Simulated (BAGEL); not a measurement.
**SnSiH6O (SMILES [SiH3][O][SnH3]), step by step**

Wanted: a series of 15 runs (PBE0/x2c-SVPall, RI-MP2/x2c-SVPall) of H6OSiSn. 

Program for the calculation: BAGEL 1.2.2.

2 further runs of the same task are left out: 2 set aside as unsound or not needed.

## (1) The structure to begin with

SnSiH6O: 9 atoms, total charge 0, spin state singlet. As SMILES, `[SiH3][O][SnH3]`. One bond was lengthened or shortened from a relaxed shape.

Bond lengths: Si1–O2 1.627 Å, O2–Sn3 1.668 Å, Si1–H4 1.492 Å, Si1–H5 1.486 Å, Si1–H6 1.492 Å, Sn3–H7 1.699 Å, Sn3–H8 1.705 Å, Sn3–H9 1.705 Å. Some angles: Si1–O2–Sn3 136.6°, O2–Si1–H4 111.4°, O2–Si1–H5 109.0°, O2–Si1–H6 111.4°, O2–Sn3–H7 103.7°, O2–Sn3–H8 106.7°, O2–Sn3–H9 106.7°, H4–Si1–H5 108.8°, H4–Si1–H6 107.4°, H5–Si1–H6 108.8°.

## (2) The energy at PBE0/x2c-SVPall (DKH2, density fitting with AutoAux) (run 1)

Input file job.json:

```json
{ "bagel" : [

{
  "title" : "molecule",
  "basis" : "x2c-svpall.json",
  "df_basis" : "x2c-svpall-autoaux.json",
  "angstrom" : "false",
  "dkh" : "true",
  "geometry" : [
    { "atom" : "Si", "xyz" : [    -1.25547357,     1.69982377,    -1.42987639 ] },
    { "atom" : "O", "xyz" : [     1.12010115,     0.04895902,    -0.38901524 ] },
    { "atom" : "Sn", "xyz" : [     1.58188974,    -2.16505922,     1.80733407 ] },
    { "atom" : "H", "xyz" : [    -3.29354319,     0.04026628,    -2.45070644 ] },
    { "atom" : "H", "xyz" : [    -0.35879852,     3.39641988,    -3.47947334 ] },
    { "atom" : "H", "xyz" : [    -2.39327767,     3.27037515,     0.61669700 ] },
    { "atom" : "H", "xyz" : [     4.71241004,    -2.83421124,     1.56828371 ] },
    { "atom" : "H", "xyz" : [    -0.31369454,    -4.65042702,     1.02933382 ] },
    { "atom" : "H", "xyz" : [     0.77497668,    -0.84735319,     4.63360846 ] }
  ]
},

{
  "title" : "ks",
  "xc_func" : "pbe0"
},

{
  "title" : "print",
  "file" : "orbitals.molden",
  "orbitals" : "true"
}

]}
```

The basis set x2c-SVPall is read from a file made from the Basis Set Exchange's data (not shown).

Started as:

```console
$ BAGEL_NUM_THREADS=1 BAGEL job.json > job.out
```

Output:

```text
* using 1 threads per process

  ===============================================================
  ===============================================================

  *** Geometry ***

  { "atom" : "Si", "xyz" : [     -1.255474,      1.699824,     -1.429876 ] },
  { "atom" : "O", "xyz" : [      1.120101,      0.048959,     -0.389015 ] },
  { "atom" : "Sn", "xyz" : [      1.581890,     -2.165059,      1.807334 ] },
  { "atom" : "H", "xyz" : [     -3.293543,      0.040266,     -2.450706 ] },
  { "atom" : "H", "xyz" : [     -0.358799,      3.396420,     -3.479473 ] },
  { "atom" : "H", "xyz" : [     -2.393278,      3.270375,      0.616697 ] },
  { "atom" : "H", "xyz" : [      4.712410,     -2.834211,      1.568284 ] },
  { "atom" : "H", "xyz" : [     -0.313695,     -4.650427,      1.029334 ] },
  { "atom" : "H", "xyz" : [      0.774977,     -0.847353,      4.633608 ] },

  Number of auxiliary basis functions:      757

  Since a DF basis is specified, we compute 2- and 3-index integrals:
    o Being stored without compression. Storage requirement is 0.058 GB

  Number of basis functions:       98
  Number of electrons      :       78

    * METHOD: MOLECULE                             0.66

  *** Kohn-Sham DFT ***

    * Removing 14854 points whose weight is below 1.00e-10
    * Grid points: 119300

  === Nuclear Repulsion ===
   384.5725081417

       - DIIS with orbital gradients will be used.

  === KS iteration (pbe0 / x2c-svpall.json) ===
      0      -6504.06295051          0.10621926           0.87
      1      -6403.93489952          0.15143725           0.86
      2      -6409.48392933          0.11682017           0.85
      3      -6521.23439064          0.09822686           0.87
      4      -6540.61167614          0.04506142           0.87
      5      -6536.88803824          0.04581663           0.89
      6      -6542.00705159          0.02131510           0.90
      7      -6541.86870887          0.02490676           0.89
      8      -6542.26942549          0.01445231           0.93
      9      -6542.44205173          0.00232746           0.91
     10      -6542.44680594          0.00046960           0.91
     11      -6542.44700157          0.00014906           0.92
     12      -6542.44701532          0.00004469           0.89
     13      -6542.44701729          0.00000518           0.89
     14      -6542.44701731          0.00000172           0.88
     15      -6542.44701731          0.00000015           0.88
     16      -6542.44701731          0.00000006           0.89
     17      -6542.44701731          0.00000001           0.89
     18      -6542.44701731          0.00000000           0.89
    * SCF iteration converged.

    * Permanent dipole moment:
           (    0.098260,     0.086731,    -0.120026) a.u.

    * METHOD: KS                                  17.73

    * METHOD: PRINT                                0.03

  ===============================================================
```

Wall time 19 s (1 thread of Arm Neoverse V1, shared host); peak memory 0.63 GiB.

## (3) Bond 3-2 at 1.963 A: a single-point energy at RI-MP2/x2c-SVPall (DKH2, density fitting with AutoAux) (run 2)

Input file input.json:

```json
{ "bagel": [

{
  "title": "molecule",
  "basis": "x2c-svpall.json",
  "df_basis": "x2c-svpall-autoaux.json",
  "angstrom": false,
  "dkh": true,
  "geometry": [
    { "atom": "Si", "xyz": [    -1.33699257,     2.09065692,    -1.81759150 ] },
    { "atom": "O", "xyz": [     1.03858214,     0.43979218,    -0.77673035 ] },
    { "atom": "Sn", "xyz": [     1.58188974,    -2.16505922,     1.80733407 ] },
    { "atom": "H", "xyz": [    -3.37506220,     0.43109944,    -2.83842155 ] },
    { "atom": "H", "xyz": [    -0.44031753,     3.78725304,    -3.86718845 ] },
    { "atom": "H", "xyz": [    -2.47479667,     3.66120831,     0.22898189 ] },
    { "atom": "H", "xyz": [     4.71241004,    -2.83421124,     1.56828371 ] },
    { "atom": "H", "xyz": [    -0.31369454,    -4.65042702,     1.02933382 ] },
    { "atom": "H", "xyz": [     0.77497668,    -0.84735319,     4.63360846 ] }
  ]
},

{
  "title": "hf"
},

{
  "title": "mp2",
  "ncore": 24
}

]}
```

The basis set x2c-SVPall is read from a file made from the Basis Set Exchange's data (not shown).

Started as:

```console
$ BAGEL_NUM_THREADS=1 BAGEL input.json > input.out
```

Output:

```text
* using 1 threads per process

  ===============================================================
  ===============================================================

  *** Geometry ***

  { "atom" : "Si", "xyz" : [     -1.336993,      2.090657,     -1.817592 ] },
  { "atom" : "O", "xyz" : [      1.038582,      0.439792,     -0.776730 ] },
  { "atom" : "Sn", "xyz" : [      1.581890,     -2.165059,      1.807334 ] },
  { "atom" : "H", "xyz" : [     -3.375062,      0.431099,     -2.838422 ] },
  { "atom" : "H", "xyz" : [     -0.440318,      3.787253,     -3.867188 ] },
  { "atom" : "H", "xyz" : [     -2.474797,      3.661208,      0.228982 ] },
  { "atom" : "H", "xyz" : [      4.712410,     -2.834211,      1.568284 ] },
  { "atom" : "H", "xyz" : [     -0.313695,     -4.650427,      1.029334 ] },
  { "atom" : "H", "xyz" : [      0.774977,     -0.847353,      4.633608 ] },

  Number of auxiliary basis functions:      757

  Since a DF basis is specified, we compute 2- and 3-index integrals:
    o Being stored without compression. Storage requirement is 0.058 GB

  Number of basis functions:       98
  Number of electrons      :       78

    * METHOD: MOLECULE                             0.63

  *** RHF ***

  === Nuclear Repulsion ===
   353.4299844727

      * DIIS with orbital gradients will be used.

  === RHF iteration (x2c-svpall.json) ===
      0      -6539.11632292          0.01477940           0.32
      1      -6539.19591891          0.01224229           0.31
      2      -6539.29437372          0.00092790           0.31
      3      -6539.29550965          0.00010707           0.31
      4      -6539.29552509          0.00002171           0.29
      5      -6539.29552582          0.00000553           0.31
      6      -6539.29552588          0.00000174           0.30
      7      -6539.29552588          0.00000054           0.31
      8      -6539.29552588          0.00000014           0.31
      9      -6539.29552588          0.00000004           0.30
     10      -6539.29552588          0.00000001           0.30
     11      -6539.29552588          0.00000000           0.31
    * SCF iteration converged.

    * Permanent dipole moment:
           (   -0.076549,     0.614727,    -0.624839) a.u.

    * METHOD: HF                                   4.44

  *** RHF ***

  === Nuclear Repulsion ===
   353.4299844727

      * DIIS with orbital gradients will be used.

  === RHF iteration (x2c-svpall.json) ===
      0      -6539.29552588          0.00000000           0.31
    * SCF iteration converged.

    * Permanent dipole moment:
           (   -0.076549,     0.614727,    -0.624839) a.u.

  === DF-MP2 calculation ===

    * freezing 24 orbitals
    * 3-index integral transformation done
    * assembly done

      MP2 correlation energy:   -0.4037170407      0.09

      MP2 total energy:       -6539.6992429250

    * METHOD: MP2                                  0.89

  ===============================================================
```

Wall time 6.3 s (1 thread of Arm Neoverse V1, shared host); peak memory 0.23 GiB.

Runs 3 to 9 aren't shown in full; the table further down has their settings and results.

## (4) Bond 3-2 at 3.729 A: a single-point energy at RI-MP2/x2c-SVPall (DKH2, density fitting with AutoAux) (run 10)

Input file mp2.json:

```json
{ "bagel": [

{
  "title": "molecule",
  "basis": "x2c-svpall.json",
  "df_basis": "x2c-svpall-autoaux.json",
  "angstrom": false,
  "dkh": true,
  "geometry": [
    { "atom": "Si", "xyz": [    -1.82593653,     4.43486596,    -4.14309225 ] },
    { "atom": "O", "xyz": [     0.54963818,     2.78400122,    -3.10223110 ] },
    { "atom": "Sn", "xyz": [     1.58188974,    -2.16505922,     1.80733407 ] },
    { "atom": "H", "xyz": [    -3.86400615,     2.77530848,    -5.16392230 ] },
    { "atom": "H", "xyz": [    -0.92926148,     6.13146208,    -6.19268920 ] },
    { "atom": "H", "xyz": [    -2.96374063,     6.00541734,    -2.09651885 ] },
    { "atom": "H", "xyz": [     4.71241004,    -2.83421124,     1.56828371 ] },
    { "atom": "H", "xyz": [    -0.31369454,    -4.65042702,     1.02933382 ] },
    { "atom": "H", "xyz": [     0.77497668,    -0.84735319,     4.63360846 ] }
  ]
},

{
  "title": "hf"
},

{
  "title": "mp2",
  "ncore": 24
}

]}
```

The basis set x2c-SVPall is read from a file made from the Basis Set Exchange's data (not shown).

Started as:

```console
$ BAGEL_NUM_THREADS=1 BAGEL mp2.json > mp2.out
```

Output:

```text
* using 1 threads per process

  ===============================================================
  ===============================================================

  *** Geometry ***

  { "atom" : "Si", "xyz" : [     -1.825937,      4.434866,     -4.143092 ] },
  { "atom" : "O", "xyz" : [      0.549638,      2.784001,     -3.102231 ] },
  { "atom" : "Sn", "xyz" : [      1.581890,     -2.165059,      1.807334 ] },
  { "atom" : "H", "xyz" : [     -3.864006,      2.775308,     -5.163922 ] },
  { "atom" : "H", "xyz" : [     -0.929261,      6.131462,     -6.192689 ] },
  { "atom" : "H", "xyz" : [     -2.963741,      6.005417,     -2.096519 ] },
  { "atom" : "H", "xyz" : [      4.712410,     -2.834211,      1.568284 ] },
  { "atom" : "H", "xyz" : [     -0.313695,     -4.650427,      1.029334 ] },
  { "atom" : "H", "xyz" : [      0.774977,     -0.847353,      4.633608 ] },

  Number of auxiliary basis functions:      757

  Since a DF basis is specified, we compute 2- and 3-index integrals:
    o Being stored without compression. Storage requirement is 0.058 GB

  Number of basis functions:       98
  Number of electrons      :       78

    * METHOD: MOLECULE                             0.60

  *** RHF ***

  === Nuclear Repulsion ===
   256.0288290549

      * DIIS with orbital gradients will be used.

  === RHF iteration (x2c-svpall.json) ===
      0      -6538.80790950          0.01701675           0.32
      1      -6537.97900916          0.03009184           0.30
      2      -6539.07064544          0.00518139           0.28
      3      -6539.09968330          0.00156820           0.31
      4      -6539.10291121          0.00030743           0.30
      5      -6539.10331166          0.00022949           0.31
      6      -6539.10342105          0.00011043           0.30
      7      -6539.10344109          0.00000877           0.31
      8      -6539.10344128          0.00000348           0.31
      9      -6539.10344133          0.00000176           0.31
     10      -6539.10344135          0.00000087           0.32
     11      -6539.10344135          0.00000034           0.31
     12      -6539.10344135          0.00000015           0.29
     13      -6539.10344135          0.00000008           0.31
     14      -6539.10344135          0.00000001           0.31
     15      -6539.10344135          0.00000001           0.31
    * SCF iteration converged.

    * Permanent dipole moment:
           (   -1.055400,     3.490032,    -3.365948) a.u.

    * METHOD: HF                                   5.66

  *** RHF ***

  === Nuclear Repulsion ===
   256.0288290549

      * DIIS with orbital gradients will be used.

  === RHF iteration (x2c-svpall.json) ===
      0      -6539.10344135          0.00000001           0.31
    * SCF iteration converged.

    * Permanent dipole moment:
           (   -1.055399,     3.490032,    -3.365947) a.u.

  === DF-MP2 calculation ===

    * freezing 24 orbitals
    * 3-index integral transformation done
    * assembly done

      MP2 correlation energy:   -0.4214579700      0.11

      MP2 total energy:       -6539.5248993231

    * METHOD: MP2                                  0.91

  ===============================================================
```

It took 7.5 s on 1 thread of Arm Neoverse V1, shared host; peak memory 0.23 GiB.

Runs 11 to 14 aren't shown in full; the table further down has their settings and results.

## (5) Bond 3-2 at 5.496 A: the energy at PBE0/x2c-SVPall (DKH2, density fitting with AutoAux) (run 15)

Input file calc.json:

```json
{ "bagel": [

{
  "title": "molecule",
  "basis": "x2c-svpall.json",
  "df_basis": "x2c-svpall-autoaux.json",
  "angstrom": false,
  "dkh": true,
  "geometry": [
    { "atom": "Si", "xyz": [ -2.31490694,  6.77920539, -6.46872339 ] },
    { "atom": "O", "xyz": [  0.06066777,  5.12834065, -5.42786224 ] },
    { "atom": "Sn", "xyz": [  1.58188974, -2.16505922,  1.80733407 ] },
    { "atom": "H", "xyz": [ -4.35297657,  5.11964791, -7.48955344 ] },
    { "atom": "H", "xyz": [ -1.41823190,  8.47580150, -8.51832034 ] },
    { "atom": "H", "xyz": [ -3.45271104,  8.34975677, -4.42214999 ] },
    { "atom": "H", "xyz": [  4.71241004, -2.83421124,  1.56828371 ] },
    { "atom": "H", "xyz": [ -0.31369454, -4.65042702,  1.02933382 ] },
    { "atom": "H", "xyz": [  0.77497668, -0.84735319,  4.63360846 ] }
  ]
},
{
  "title": "ks",
  "xc_func": "pbe0"
},
{
  "title": "print",
  "file": "orbitals.molden",
  "orbitals": true
}

]}
```

The basis set x2c-SVPall is read from a file made from the Basis Set Exchange's data (not shown).

Started as:

```console
$ BAGEL_NUM_THREADS=1 BAGEL calc.json > calc.out
```

Output:

```text
* using 1 threads per process

  ===============================================================
  ===============================================================

  *** Geometry ***

  { "atom" : "Si", "xyz" : [     -2.314907,      6.779205,     -6.468723 ] },
  { "atom" : "O", "xyz" : [      0.060668,      5.128341,     -5.427862 ] },
  { "atom" : "Sn", "xyz" : [      1.581890,     -2.165059,      1.807334 ] },
  { "atom" : "H", "xyz" : [     -4.352977,      5.119648,     -7.489553 ] },
  { "atom" : "H", "xyz" : [     -1.418232,      8.475801,     -8.518320 ] },
  { "atom" : "H", "xyz" : [     -3.452711,      8.349757,     -4.422150 ] },
  { "atom" : "H", "xyz" : [      4.712410,     -2.834211,      1.568284 ] },
  { "atom" : "H", "xyz" : [     -0.313695,     -4.650427,      1.029334 ] },
  { "atom" : "H", "xyz" : [      0.774977,     -0.847353,      4.633608 ] },

  Number of auxiliary basis functions:      757

  Since a DF basis is specified, we compute 2- and 3-index integrals:
    o Being stored without compression. Storage requirement is 0.058 GB

  Number of basis functions:       98
  Number of electrons      :       78

    * METHOD: MOLECULE                             0.57

  *** Kohn-Sham DFT ***

    * Removing 11970 points whose weight is below 1.00e-10
    * Grid points: 122184

  === Nuclear Repulsion ===
   213.8984105807

       - DIIS with orbital gradients will be used.

  === KS iteration (pbe0 / x2c-svpall.json) ===
      0      -6478.82924730          0.06190576           0.85
      1      -6212.39404801          0.17493363           0.85
      2      -6332.21342280          0.08082160           0.84
      3      -6275.81594713          0.11310916           0.85
      4      -6484.52062522          0.08506219           0.84
      5      -6522.09174387          0.06398593           0.87
      6      -6420.10816271          0.11086350           0.85
      7      -6419.86758359          0.11357022           0.85
      8      -6491.80152720          0.04843213           0.86
      9      -6422.12745501          0.11315325           0.86
     10      -6424.18952967          0.10190999           0.87
     11      -6521.07080791          0.07198095           0.88
     12      -6425.59556605          0.09860987           0.87
     13      -6423.47220299          0.10278526           0.88
     14      -6390.58219360          0.06984532           0.89
     15      -6416.75025626          0.10151505           0.86
[... 76 lines of this table left out ...]
     92      -6336.93753287          0.06615249           0.89
     93      -6408.69931286          0.09942156           0.89
     94      -6408.69120873          0.09927122           0.89
     95      -6408.19985064          0.09923008           0.89
     96      -6408.17771701          0.09939920           0.89
     97      -6407.98721756          0.09957489           0.89
     98      -6336.96372941          0.06586058           0.90
     99      -6408.64590860          0.09893570           0.89
    * Max iteration reached in SCF.

    * Permanent dipole moment:
           (  -62.192055,   150.444445,  -141.782411) a.u.

    * METHOD: KS                                  89.47

    * METHOD: PRINT                                0.03

  ===============================================================
```

Wall time 90 s (1 thread of Arm Neoverse V1, shared host); peak memory 0.64 GiB.

The iterations ended before the threshold was met.

## (6) Overview of the runs

```
run                                                   level  frozen core orbitals              partner    energy (Eh)  wall time
  1    PBE0/x2c-SVPall (DKH2, density fitting with AutoAux)                     –  bond 3-2 at 1.668 A   -6542.447017       19 s
  2  RI-MP2/x2c-SVPall (DKH2, density fitting with AutoAux)                    24  bond 3-2 at 1.963 A   -6539.699243      6.3 s
  3    PBE0/x2c-SVPall (DKH2, density fitting with AutoAux)                     –  bond 3-2 at 1.963 A   -6542.517089       17 s
  4  RI-MP2/x2c-SVPall (DKH2, density fitting with AutoAux)                    24  bond 3-2 at 2.257 A   -6539.680502      6.6 s
  5    PBE0/x2c-SVPall (DKH2, density fitting with AutoAux)                     –  bond 3-2 at 2.257 A   -6542.497960       18 s
  6  RI-MP2/x2c-SVPall (DKH2, density fitting with AutoAux)                    24  bond 3-2 at 2.650 A   -6539.628425      6.9 s
  7    PBE0/x2c-SVPall (DKH2, density fitting with AutoAux)                     –  bond 3-2 at 2.650 A   -6542.448165       21 s
  8  RI-MP2/x2c-SVPall (DKH2, density fitting with AutoAux)                    24  bond 3-2 at 3.140 A   -6539.571233      7.2 s
  9    PBE0/x2c-SVPall (DKH2, density fitting with AutoAux)                     –  bond 3-2 at 3.140 A  not converged       90 s
 10  RI-MP2/x2c-SVPall (DKH2, density fitting with AutoAux)                    24  bond 3-2 at 3.729 A   -6539.524899      7.5 s
 11    PBE0/x2c-SVPall (DKH2, density fitting with AutoAux)                     –  bond 3-2 at 3.729 A  not converged       90 s
 12  RI-MP2/x2c-SVPall (DKH2, density fitting with AutoAux)                    24  bond 3-2 at 4.514 A   -6539.493430      9.3 s
 13    PBE0/x2c-SVPall (DKH2, density fitting with AutoAux)                     –  bond 3-2 at 4.514 A  not converged       90 s
 14  RI-MP2/x2c-SVPall (DKH2, density fitting with AutoAux)                    24  bond 3-2 at 5.496 A   -6539.486013       19 s
 15    PBE0/x2c-SVPall (DKH2, density fitting with AutoAux)                     –  bond 3-2 at 5.496 A  not converged       90 s
```

## (7) Results

```
                                                                 quantity           value
                                bond 3-2 at 5.496 A, run 14: total energy  -6539.48601 Eh
bond 3-2 at 5.496 A, run 14: correlation energy (24 core orbitals frozen)      -452.6 mEh
```

In words: In runs 10, 12, 14 a closed-shell determinant meets a far-stretched bond, which it describes badly. All runs together took 8.3 min, the longest 90 s. 4 of the 15 runs did not end normally.
